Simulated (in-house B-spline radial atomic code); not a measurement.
# Al⁺: excited configurations

Wanted: excitation energies of Al⁺ as differences of total energies (ΔSCF).

Program: in-house B-spline radial atomic code version 1. Level of theory: scalar-relativistic (spin-free one-electron X2C) CAM-B3LYP, spin-polarised, spherical density, exact exchange averaged over the configuration, Fermi nucleus, basis-set limit. These are calculated values, not measurements, unless marked.

## (1) The system

```
element       : aluminium (Z = 13)
charge        : +1
electrons     : 12
configuration : [Ne] 3s2
Hamiltonian   : scalar-relativistic (X2C)
nucleus       : Fermi, rms radius 3.061 fm
```

Outer shells as boxes (Hund's rule):

[Ne] 3s2
```
[Ne] core
3s [↑↓]
```

Where spins are not typed, each open shell is filled with up spins first.

## (2) The reference configuration

Input settings:

```ini
Z = 13
electrons = 12.0
configuration = [Ne] 3s2
hamiltonian = x2c
method = camb3lyp
spin_polarised = True
nucleus = fermi
rms_radius = 3.061
mass_number = 27
atomic_mass = 26.981538408
speed_of_light = 137.035999084
exact_exchange = averaged over the configuration
```

Started as:

```console
> python run_scf.py task.json out
```

One command runs all members of the session, one after another, from task.json.

From the run's result record (rounded, not every field):

```text
status: converged
scf [iteration, energy, orbital gradient]:
  - [1, -242.145001178, 0.199]
  - [2, -242.501781903, 0.0736]
  - [3, -242.591926428, 0.0174]
  - [4, -242.597670809, 0.00404]
  - [5, -242.597939637, 0.00239]
  - [6, -242.598037232, 5.26e-05]
  - [7, -242.598037347, 8.48e-06]
  - [8, -242.59803735, 2.71e-07]
  - [9, -242.59803735, 1.2e-08]
energy [hartree]: {"total": -242.59803735, "kinetic": 243.113398905, "nuclear": -576.62930728, "coulomb": 109.33067241, "exact_exchange": -4.37085448173, "xc": -14.0419469034}
orbitals [hartree, bohr; up spins, the down spins are equal]:
  - ["name", "occ", "eps", "<r>", "<r^2>", "<1/r>", "r_max"]
  - ["1s up", 1.0, -56.543758, 0.11999, 0.01941, 12.681, 0.0782]
  - ["2s up", 1.0, -4.5503681, 0.62476, 0.46793, 2.3481, 0.49587]
  - ["2p up", 3.0, -3.0836482, 0.60266, 0.46161, 2.2112, 0.42808]
  - ["3s up", 1.0, -0.62847825, 2.3761, 6.5247, 0.56644, 1.9915]
sum_r [bohr^k]: {"-1": 44.45773, "1": 9.85762, "2": 16.79383}
```

It took 0.38 s on 1 thread, shared host.

## (3) Run with [Ne] 3s1 4p1

Settings: those of step 2 with these lines changed.

```diff
@@ -2,3 +2,3 @@
 electrons = 12.0
-configuration = [Ne] 3s2
+configuration = [Ne] 3s1 4p1
 hamiltonian = x2c
```

From the record:

```text
status: converged
iterations: 9
energy [hartree]: {"total": -242.120103938, "kinetic": 242.654557981, "nuclear": -572.883394146, "coulomb": 106.314076917, "exact_exchange": -4.27519789463, "xc": -13.9301467952}
orbitals [hartree, bohr; first row names the columns]:
  - ["name", "occ", "eps", "<r>"]
  - ["1s up", 1.0, -56.820338, 0.11999]
  - ["1s down", 1.0, -56.812476, 0.11999]
  - ["2s up", 1.0, -4.817678, 0.62384]
  - ["2s down", 1.0, -4.8053161, 0.62436]
  - ["2p up", 3.0, -3.3507404, 0.60118]
  - ["2p down", 3.0, -3.3414324, 0.60053]
  - ["3s up", 1.0, -0.82141537, 2.1976]
  - ["4p up", 1.0, -0.20088163, 6.6415]
sum_r [bohr^k]: {"-1": 44.1694, "1": 13.93237, "2": 58.73685}
energy_minus_base [hartree]: 0.477933412
```

Run time: 0.34 s. Hardware: 1 thread, shared host.

energy_minus_base is the energy less that of the reference run.

## (4) Run with [He] 2s1 2p6 3s2 4p1

Settings: those of step 3 with these lines changed.

```diff
@@ -2,3 +2,3 @@
 electrons = 12.0
-configuration = [Ne] 3s1 4p1
+configuration = [He] 2s1 2p6 3s2 4p1
 hamiltonian = x2c
```

From the record:

```text
status: converged
iterations: 9
energy [hartree]: {"total": -237.993443142, "kinetic": 238.520399658, "nuclear": -558.619833757, "coulomb": 99.4579671261, "exact_exchange": -4.04014171214, "xc": -13.3118344572}
orbitals [hartree, bohr; first row names the columns]:
  - ["name", "occ", "eps", "<r>"]
  - ["1s up", 1.0, -57.731734, 0.1199]
  - ["1s down", 1.0, -57.64692, 0.11998]
  - ["2s up", 1.0, -5.4826631, 0.60645]
  - ["2p up", 3.0, -4.0293315, 0.57365]
  - ["2p down", 3.0, -3.8825288, 0.57778]
  - ["3s up", 1.0, -0.92608651, 2.0363]
  - ["3s down", 1.0, -0.90823028, 2.0702]
  - ["4p up", 1.0, -0.21388824, 6.1967]
sum_r [bohr^k]: {"-1": 43.06969, "1": 14.60383, "2": 55.8348}
energy_minus_base [hartree]: 4.60459421
```

Wall time 0.35 s (1 thread, shared host).

## (5) Run with [He] 2s2 2p5 3s2 4f1

Settings: those of step 4 with these lines changed.

```diff
@@ -2,3 +2,3 @@
 electrons = 12.0
-configuration = [He] 2s1 2p6 3s2 4p1
+configuration = [He] 2s2 2p5 3s2 4f1
 hamiltonian = x2c
```

From the record:

```text
status: converged
iterations: 9
energy [hartree]: {"total": -239.342467952, "kinetic": 239.899204529, "nuclear": -560.182652024, "coulomb": 98.1392759901, "exact_exchange": -3.8816297398, "xc": -13.3166667071}
orbitals [hartree, bohr; first row names the columns]:
  - ["name", "occ", "eps", "<r>"]
  - ["1s up", 1.0, -57.874236, 0.11999]
  - ["1s down", 1.0, -57.810865, 0.11987]
  - ["2s up", 1.0, -5.5653875, 0.6044]
  - ["2s down", 1.0, -5.4201842, 0.60864]
  - ["2p up", 3.0, -4.1331224, 0.56911]
  - ["2p down", 2.0, -4.011178, 0.57481]
  - ["3s up", 1.0, -0.97673064, 2.0276]
  - ["3s down", 1.0, -0.96648107, 2.047]
  - ["4f up", 1.0, -0.11589744, 8.6116]
sum_r [bohr^k]: {"-1": 43.19328, "1": 16.99597, "2": 95.14209}
energy_minus_base [hartree]: 3.2555694
```

Run time: 0.55 s. Hardware: 1 thread, shared host.

## (6) Configuration [Ne] 3s1 4d1

Settings: those of step 5 with these lines changed.

```diff
@@ -2,3 +2,3 @@
 electrons = 12.0
-configuration = [He] 2s2 2p5 3s2 4f1
+configuration = [Ne] 3s1 4d1
 hamiltonian = x2c
```

From the record:

```text
status: converged
iterations: 10
energy [hartree]: {"total": -242.049103067, "kinetic": 242.58445061, "nuclear": -572.304465119, "coulomb": 105.863190646, "exact_exchange": -4.27386215311, "xc": -13.9184170504}
orbitals [hartree, bohr; first row names the columns]:
  - ["name", "occ", "eps", "<r>"]
  - ["1s up", 1.0, -56.864201, 0.11999]
  - ["1s down", 1.0, -56.857234, 0.11999]
  - ["2s up", 1.0, -4.85695, 0.62368]
  - ["2s down", 1.0, -4.8452718, 0.62417]
  - ["2p up", 3.0, -3.3900757, 0.60095]
  - ["2p down", 3.0, -3.3818361, 0.60019]
  - ["3s up", 1.0, -0.85566663, 2.1999]
  - ["4d up", 1.0, -0.13387192, 8.9396]
sum_r [bohr^k]: {"-1": 44.12487, "1": 16.2308, "2": 100.4675}
energy_minus_base [hartree]: 0.548934283
```

Run time: 0.51 s. Hardware: 1 thread, shared host.

## (7) Run with [He] 2s2 2p5 3s2 3p1

Settings: those of step 6 with these lines changed.

```diff
@@ -2,3 +2,3 @@
 electrons = 12.0
-configuration = [Ne] 3s1 4d1
+configuration = [He] 2s2 2p5 3s2 3p1
 hamiltonian = x2c
```

From the record:

```text
status: converged
iterations: 9
energy [hartree]: {"total": -239.807644538, "kinetic": 240.349763132, "nuclear": -564.191240275, "coulomb": 101.405875795, "exact_exchange": -3.9049141682, "xc": -13.467129021}
orbitals [hartree, bohr; first row names the columns]:
  - ["name", "occ", "eps", "<r>"]
  - ["1s up", 1.0, -57.561219, 0.12]
  - ["1s down", 1.0, -57.493585, 0.11987]
  - ["2s up", 1.0, -5.2700858, 0.60533]
  - ["2s down", 1.0, -5.1203931, 0.60955]
  - ["2p up", 3.0, -3.8382752, 0.57038]
  - ["2p down", 2.0, -3.7096137, 0.57624]
  - ["3s up", 1.0, -0.78838278, 2.1331]
  - ["3s down", 1.0, -0.73239163, 2.1598]
  - ["3p up", 1.0, -0.5302475, 2.4847]
sum_r [bohr^k]: {"-1": 43.50152, "1": 11.09596, "2": 20.82296}
energy_minus_base [hartree]: 2.79039281
```

Wall time 0.33 s (1 thread, shared host).

## (8) [He] 2s2 2p5 3s2 3d1

Settings: those of step 7 with these lines changed.

```diff
@@ -2,3 +2,3 @@
 electrons = 12.0
-configuration = [He] 2s2 2p5 3s2 3p1
+configuration = [He] 2s2 2p5 3s2 3d1
 hamiltonian = x2c
```

From the record:

```text
status: converged
iterations: 9
energy [hartree]: {"total": -239.501443226, "kinetic": 240.060776269, "nuclear": -562.358985729, "coulomb": 100.065770593, "exact_exchange": -3.88278308047, "xc": -13.3862212783}
orbitals [hartree, bohr; first row names the columns]:
  - ["name", "occ", "eps", "<r>"]
  - ["1s up", 1.0, -57.702698, 0.11999]
  - ["1s down", 1.0, -57.63952, 0.11986]
  - ["2s up", 1.0, -5.3893757, 0.60456]
  - ["2s down", 1.0, -5.2430137, 0.60863]
  - ["2p up", 3.0, -3.9578186, 0.56936]
  - ["2p down", 2.0, -3.8346955, 0.57475]
  - ["3s up", 1.0, -0.83585913, 2.0848]
  - ["3s down", 1.0, -0.81102507, 2.1016]
  - ["3d up", 1.0, -0.24748907, 3.7185]
sum_r [bohr^k]: {"-1": 43.36065, "1": 12.21555, "2": 29.65315}
energy_minus_base [hartree]: 3.09659412
```

Run time: 0.44 s. Hardware: 1 thread, shared host.

## (9) The excitation energies

| net move | configuration | 2|M_S|+1 | energy above the reference (eV) | largest <r> (bohr) |
| --- | --- | --- | --- | --- |
| 3s → 4p | [Ne] 3s1 4p1 | 3 | 13.005 | 6.64 |
| 3s → 4d | [Ne] 3s1 4d1 | 3 | 14.937 | 8.94 |
| 2p → 3p | [He] 2s2 2p5 3s2 3p1 | 3 | 75.930 | 2.48 |
| 2p → 3d | [He] 2s2 2p5 3s2 3d1 | 3 | 84.263 | 3.72 |
| 2p → 4f | [He] 2s2 2p5 3s2 4f1 | 3 | 88.589 | 8.61 |
| 2s → 4p | [He] 2s1 2p6 3s2 4p1 | 3 | 125.30 | 6.20 |

**Reading.** The lowest of them is 3s → 4p at 13.005 eV and the highest 2s → 4p at 125.30 eV. 4 of them lie more than 60 % above minus the reference's highest level (17.102 eV), in the range where a state can decay by emitting an electron. The reference has 2|M_S|+1 = 1; 6 of the configurations differ from it in spin. These are spherical averages at the typed spins, not spectroscopic levels.
